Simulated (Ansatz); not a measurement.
**W: a trigonal deformation path**

The task, for W: follow a trigonal deformation at fixed volume.

Method: DFT r2SCAN, scalar-relativistic, plane waves, PAW, in Ansatz 0.2.0.

**1. The starting structure**

Symmetry: Fm-3m, No. 225, cubic system. Conventional cell: a = 4.060 Å, b = 4.060 Å, c = 4.060 Å, α = 90.00°, β = 90.00°, γ = 90.00°. W (site symmetry m-3m) is surrounded by 12 W at 2.87 Å.

Structure file:

```cif
data_structure
_symmetry_space_group_name_H-M 'Fm-3m'
_symmetry_Int_Tables_number 225
_cell_length_a 4.0600
_cell_length_b 4.0600
_cell_length_c 4.0600
_cell_angle_alpha 90.000
_cell_angle_beta 90.000
_cell_angle_gamma 90.000
_cell_volume 66.92
loop_
_atom_site_label
_atom_site_type_symbol
_atom_site_symmetry_multiplicity
_atom_site_Wyckoff_symbol
_atom_site_fract_x
_atom_site_fract_y
_atom_site_fract_z
_atom_site_occupancy
W1 W 4 a 0.00000 0.00000 0.00000 1
```

The cell is taken as given, not relaxed at this level.

**2. Zero of energy**

The reference gives a free energy of -10396.7317 eV, pressure -9.00 GPa, largest force 0.000 eV/Å and gap on the mesh none (metal). It was computed beforehand with the settings of the runs below.

**3. The scan: a trigonal deformation path**

At fixed volume and fractional coordinates, lengths along (0.577, 0.577, 0.577) are scaled against those across it; ρ is that ratio over its starting value.

**4. At ρ = 0.500**

File input.yaml:

```yaml
crystal:
  lattice:
    - [-0.8525465771, 1.7050931542, 1.7050931542]
    - [1.7050931542, -0.8525465771, 1.7050931542]
    - [1.7050931542, 1.7050931542, -0.8525465771]
  atoms:
    - { symbol: W, position: [0.0, 0.0, 0.0] }
basis:
  ecutwfc: 500
kpoints:
  mp_grid: { grid: [22, 22, 22] }
hamiltonian:
  xc: r2scan
scf:
  occupations: { method: gaussian, width: 0.15 }
output:
  forces: true
  stress: true
  eigenvalues: true
```

Run with:

```sh
$ ansatz run input.yaml --threads 1 --pin off --max-ram 2560MiB --backend cpu --events-out ev --progress --plain --runs-dir out
```

The session goes on with these runs: point ρ = 2.000; At ρ = 0.710; At ρ = 1.410; At ρ = 0.600; At ρ = 0.850; point ρ = 1.200; ρ = 1.700; At ρ = 0.930; point ρ = 1.080.

Before running it: what results should come out? Wanted: highest point.

**Answer**, as computed:

| quantity | value |
| --- | --- |
| highest point | 4617.3 meV/atom at ρ = 2.000 |

What this shows: The energy drops below the reference, by 97.7 meV/atom at ρ = 0.850; the cell was taken as given and not relaxed at this level. Further dips among the sampled points: ρ = 1.080 (-25.7 meV/atom); whether they survive relaxation was not tested. At ρ = 0.500 the cell takes another symmetry, Pm-3m, 1059.6 meV/atom from the start at this fixed volume. The runs treat W without spin-orbit coupling.
